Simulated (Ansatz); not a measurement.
**r2SCAN/6-31G(d) (spherical functions) run of GaSiH4OF (SMILES [F][GaH][O][SiH3])**

What is the vertical ionisation energy of GaSiH4OF at r2SCAN/6-31G* (spherical functions)? 

The results are computed with Ansatz 0.2.0.

130 further runs of the same task are left out: 3 that didn't finish, 127 set aside as unsound or not needed.

## 1. The system as given

GaSiH4OF: 8 atoms, total charge 0, spin state singlet. SMILES: `[F][GaH][O][SiH3]`. The shape is that of a PBE0-D4/def2-TZVP optimisation. This is one conformer, not always the lowest.

Bond lengths: F1–Ga2 1.751 Å, Ga2–O3 1.763 Å, O3–Si4 1.639 Å, Ga2–H5 1.537 Å, Si4–H6 1.485 Å, Si4–H7 1.487 Å, Si4–H8 1.487 Å. Angles: F1–Ga2–O3 113.0°, Ga2–O3–Si4 138.2°, F1–Ga2–H5 121.9°, O3–Ga2–H5 125.1°, O3–Si4–H6 108.0°, O3–Si4–H7 111.0°, O3–Si4–H8 111.0°, H6–Si4–H7 109.1°, H6–Si4–H8 109.1°, H7–Si4–H8 108.7°.

## 2. The energy at r2SCAN/6-31G(d) (spherical functions)

Input file run.yaml:

```yaml
crystal:
  periodic: [false, false, false]
  atoms:
    - {symbol: F, position_ang: [0.857100, 1.472000, 1.846200]}
    - {symbol: Ga, position_ang: [1.323900, 1.220200, 0.177500]}
    - {symbol: O, position_ang: [0.322200, 0.024800, -0.644000]}
    - {symbol: Si, position_ang: [-0.952800, -0.945800, -0.299100]}
    - {symbol: H, position_ang: [2.493100, 1.984200, -0.463100]}
    - {symbol: H, position_ang: [-1.287500, -1.717200, -1.523200]}
    - {symbol: H, position_ang: [-0.618600, -1.894300, 0.796900]}
    - {symbol: H, position_ang: [-2.137300, -0.143800, 0.108800]}
basis:
  gaussian:
    orbitals: 6-31G_st_-spherical.json
hamiltonian:
  xc: r2scan
accuracy: high
output: {orbitals: {seedname: orbitals}}
```

The basis set 6-31G* is read from a file made from the Basis Set Exchange's data (not shown).

Command:

```console
$ ansatz run run.yaml --threads 1 --pin off --max-ram 3480MiB --events-out events.jsonl --progress --plain --runs-dir runs
```

Log:

```text
Warning: RAYON_NUM_THREADS=1 ignored (pool sized by the plan → 1); use --threads N
Functional definition: r2SCAN
  name "r2SCAN"
  parameter k0 = 0.174
  parameter k1 = 0.065
  parameter a1 = 4.9479
  exchange = r2scan_x(k0 = k0, k1 = k1, a1 = a1)
  correlation = r2scan_c
1863 factors; integrals over basis functions are off by at most 4.5e-9 eV
mean field evaluation 1: about -65067.8923 eV, gradient 6.8e1 eV
mean field evaluation 2: about -65017.9794 eV, gradient 1.6e2 eV
mean field evaluation 4: about -65075.0718 eV, gradient 1.8e1 eV
mean field evaluation 8: about -65075.5669 eV, gradient 7.4e-1 eV
mean field evaluation 16: about -65075.5677 eV, gradient 4.5e-5 eV
mean field -65075.56766146 eV, -2391.4830017547 hartree, gradient 3.0e-8 eV, S^2 0.000000; 0 other end points of the search recorded, 0 dependent functions left out
reference -65075.56766274 eV, -2391.4830018015 hartree; 33, 33 occupied and 53, 53 virtual orbitals, 1863 factors
Total energy: -65075.56766274 eV, -2391.4830018015 hartree
```

Run time: 12 s. Hardware: 1 thread of Intel Xeon Platinum 8488C (Sapphire Rapids), shared host; peak memory 0.3 GiB.

## 3. The doublet cation at the same level

Input file in.yaml:

```yaml
crystal:
  periodic: [false, false, false]
  atoms:
    - {symbol: F, position_ang: [0.857100, 1.472000, 1.846200]}
    - {symbol: Ga, position_ang: [1.323900, 1.220200, 0.177500]}
    - {symbol: O, position_ang: [0.322200, 0.024800, -0.644000]}
    - {symbol: Si, position_ang: [-0.952800, -0.945800, -0.299100]}
    - {symbol: H, position_ang: [2.493100, 1.984200, -0.463100]}
    - {symbol: H, position_ang: [-1.287500, -1.717200, -1.523200]}
    - {symbol: H, position_ang: [-0.618600, -1.894300, 0.796900]}
    - {symbol: H, position_ang: [-2.137300, -0.143800, 0.108800]}
basis:
  gaussian:
    orbitals: 6-31G_st_-spherical.json
output: {orbitals: {seedname: orbitals}}
magnetization:
  spin_polarized: true
  initial_magnetization: 1
hamiltonian:
  xc: r2scan
accuracy: high
total_charge: 1
```

The basis set 6-31G* is read from a file made from the Basis Set Exchange's data (not shown).

Command:

```console
$ ansatz run in.yaml --threads 1 --pin off --max-ram 3480MiB --events-out events.jsonl --progress --plain --runs-dir runs
```

Log, cut to the lines that bear on the results:

```text
Warning: RAYON_NUM_THREADS=1 ignored (pool sized by the plan → 1); use --threads N
[... 2 set-up lines as earlier in the session ...]
[...]
1862 factors; integrals over basis functions are off by at most 4.5e-9 eV
[...]
mean field -65064.84072607 eV, -2391.0887941499 hartree, gradient 3.7e-8 eV, S^2 0.758156; 10 other end points of the search recorded, 0 dependent functions left out
reference -65064.84073406 eV, -2391.0887944438 hartree; 33, 32 occupied and 53, 54 virtual orbitals, 1862 factors
Total energy: -65064.84073406 eV, -2391.0887944438 hartree
```

Wall time 1.9 min (1 thread of Intel Xeon Platinum 8488C (Sapphire Rapids), shared host); peak memory 0.49 GiB.

## 4. Summary of results

At r2SCAN/6-31G* (spherical functions):

```
                                          quantity           value
                    singlet GaSiH4OF: total energy  -2391.48300 Eh
                     singlet GaSiH4OF: HOMO energy        -7.62 eV
                     singlet GaSiH4OF: LUMO energy        -1.57 eV
                   singlet GaSiH4OF: HOMO–LUMO gap         6.05 eV
                      doublet cation: total energy  -2391.08879 Eh
doublet cation: HOMO energy (highest over α and β)       -13.94 eV
 doublet cation: LUMO energy (lowest over α and β)       -13.74 eV
                              doublet cation: ⟨S²⟩           0.758
vertical ionisation energy (to the doublet cation)       10.727 eV
```

**Reading.** Removing an electron at fixed nuclei costs 10.73 eV (1035 kJ/mol). −ε(HOMO) before ionisation, 7.62 eV, is 3.11 eV below this ionisation energy.
